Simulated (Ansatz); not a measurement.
# CoNH₃ (doublet): wave-function methods side by side, def2-SVP

The task here is to estimate one member of a computed series from the others.

The runs use Ansatz 0.2.0, Gaussian basis; def2-SVP, core rule «outside noble gas», up to 10 orbitals frozen.

Plan: UHF; CCSD(T) on ROHF; CCSD(T) on UHF; CISD; CCSDT(Q) on ROHF; CCSDT(Q) on UHF.

5 further runs of the same task are left out: 5 set aside as unsound or not needed.

## The system

The geometry is a PBE0/def2-TZVP stationary point (not a proven minimum).

5 atoms, charge 0, spin multiplicity 2.

Atoms are counted from 1 here; the program's logs count them from 0.

Bond lengths: Co1–N2 2.025 Å, N2–H3 1.017 Å, N2–H4 1.017 Å, N2–H5 1.017 Å. Angles: Co1–N2–H3 111.4°, Co1–N2–H4 111.4°, Co1–N2–H5 111.4°, H3–N2–H4 107.5°, H3–N2–H5 107.5°, H4–N2–H5 107.5°.

Set-up of the first run:

Input file in.yaml:

```yaml
crystal:
  periodic: [false, false, false]
  atoms:
    - {symbol: Co, position_ang: [-0.468717, 0.003975, 0.002965]}
    - {symbol: N, position_ang: [1.556086, -0.013196, -0.009844]}
    - {symbol: H, position_ang: [1.919146, -0.963427, -0.007217]}
    - {symbol: H, position_ang: [1.936371, 0.461463, 0.805533]}
    - {symbol: H, position_ang: [1.925921, 0.452935, -0.834890]}
basis:
  gaussian: {orbitals: def2-SVP}
magnetization: {spin_polarized: true, initial_magnetization: 1}
hamiltonian: {xc: hf}
output: {orbitals: {seedname: orbitals}}
```

The run is started by

```
$ ansatz run in.yaml --threads 1 --pin off --events-out ev --progress --plain --max-ram 2816MiB --backend cpu
```

Steps of the session up to this table: UHF; CCSD(T) on ROHF; CCSD(T) on UHF; CISD; CCSDT(Q) on ROHF; CCSDT(Q) on UHF.

One of the session's tables, all rows but one given; the rest of the session is left out.

| method | from RCCSDT(Q) (kJ/mol) |
| --- | --- |
| ROHF | +1164.2 |
| RMP2 | +209.6 |
| UMP2 | +179.2 |
| CISD | +230.7 |
| RCCSD | +50.0 |
| UCCSD | ? |
| RCCSD(T) | +19.0 |
| UCCSD(T) | -45.7 |
| RCCSDT | +7.7 |
| UCCSDT | -65.1 |
| RCCSDT(Q) | 0 |
| UCCSDT(Q) | -73.2 |

Estimate the missing values for UCCSD.

**Answer.** from RCCSDT(Q) (kJ/mol): +23.8. In the column «from RCCSDT(Q) (kJ/mol)» it lies between RCCSD(T) (+19.0) and RCCSD (+50.0).

Left out of the table: UHF (another determinant or state than the rows shown).

Limits of these values: The determinant is far from a pure spin state, so its energy mixes those of several spin states (harmless only where they are near-degenerate, as at dissociation). The program flags UCCSD(T), UCCSDT(Q) as in doubt, so those rows may rest on another solution; read them beside their warnings. Warnings: spin contamination; coupled cluster took another determinant than the lowest; large T1 diagnostic. Restricted and unrestricted rows rest on different reference determinants; where their highest levels disagree by more than a few hundredths of an eV, they describe different states and don't form one ladder.
